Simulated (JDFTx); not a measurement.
## MnSi: single point with PBEsol

Crystal: MnSi.

```xyz
8
Lattice="4.5480 0.0000 0.0000 0.0000 4.5480 0.0000 0.0000 0.0000 4.5480" Properties=species:S:1:pos:R:3 pbc="T T T"
Mn    3.9204    2.9016    1.6464
Mn    2.9016    1.6464    3.9204
Mn    1.6464    3.9204    2.9016
Mn    0.6276    0.6276    0.6276
Si    0.7004    1.5736    2.9744
Si    1.5736    2.9744    0.7004
Si    2.9744    0.7004    1.5736
Si    3.8476    3.8476    3.8476
```

| Item | Value |
| --- | --- |
| Program | JDFTx 1.7.0 (patched build) |
| Task | single point |
| Functional | PBEsol |
| Potentials or basis | PseudoDojo-SR-PBEsol-0.4.1-standard with smoothed tails |
| Cutoff | 1306 eV |
| Density cutoff | 10449 eV |
| k mesh | 6 × 6 × 6 |
| Occupations | fermi-dirac, width 0.05 eV |
| Spin | collinear spin, ferromagnetic start |
| Starting moments | [4.0, 4.0, 4.0, 4.0, 0.0, 0.0, 0.0, 0.0] μB |
| Local potential set to -Z/r beyond | 6 bohr |
| Density cutoff over wavefunction cutoff | 8 |
| Max SCF steps | 100 |
| SCF threshold on the energy | 1e-09 Ha |
| Solver of the electrons | scf |
| Further solve for the empty bands | yes |

```yaml
Pressure: -10.7 GPa
Largest_force: 0.272 eV/Å
Band_gap_on_the_k_mesh: none (metal or under the smearing width)
Net_moment: 3.96 μB per cell
Absolute_moment: 4.61 μB per cell
Site_moments: Mn +1.10; Si -0.11 μB
```

Forces on the atoms (eV/Å):
```
Mn   0.157 -0.157  0.157
Mn  -0.157  0.157  0.157
Mn   0.157  0.157 -0.157
Mn  -0.157 -0.157 -0.157
Si   0.069 -0.069  0.069
Si  -0.069  0.069  0.069
Si   0.069  0.069 -0.069
Si  -0.069 -0.069 -0.069
```

Levels at points of the mesh, in eV from the Fermi level:
Spin up:
```
           k point  band 37  band 38  band 39  band 40  band 41  band 42  band 43  band 44
(0.00, 0.00, 0.00)    -0.39    -0.39    -0.32    -0.32     0.68     0.68     0.68     2.87
(0.00, 0.00, 0.50)    -0.62    -0.62    -0.14    -0.14     0.20     0.20     1.73     1.73
(0.00, 0.50, 0.50)    -1.05    -1.05    -0.59    -0.59     0.66     0.66     1.20     1.20
(0.50, 0.50, 0.50)    -0.71    -0.71    -0.71    -0.71     0.50     0.50     0.50     0.50
```
Spin down:
| k point | band 34 | band 35 | band 36 | band 37 | band 38 | band 39 |
| --- | --- | --- | --- | --- | --- | --- |
| (0.00, 0.00, 0.00) | -1.41 | -1.41 | 0.65 | 0.65 | 0.65 | 0.97 |
| (0.00, 0.00, 0.50) | -1.17 | -0.41 | -0.41 | 0.59 | 0.59 | 0.88 |
| (0.00, 0.50, 0.50) | -0.59 | -0.50 | -0.50 | -0.24 | -0.24 | 0.59 |
| (0.50, 0.50, 0.50) | 0.07 | 0.07 | 0.07 | 0.24 | 0.24 | 0.24 |

Run time: 29 min on 1 thread of Arm Neoverse V2 (shared host), peak memory 1.6 GiB.
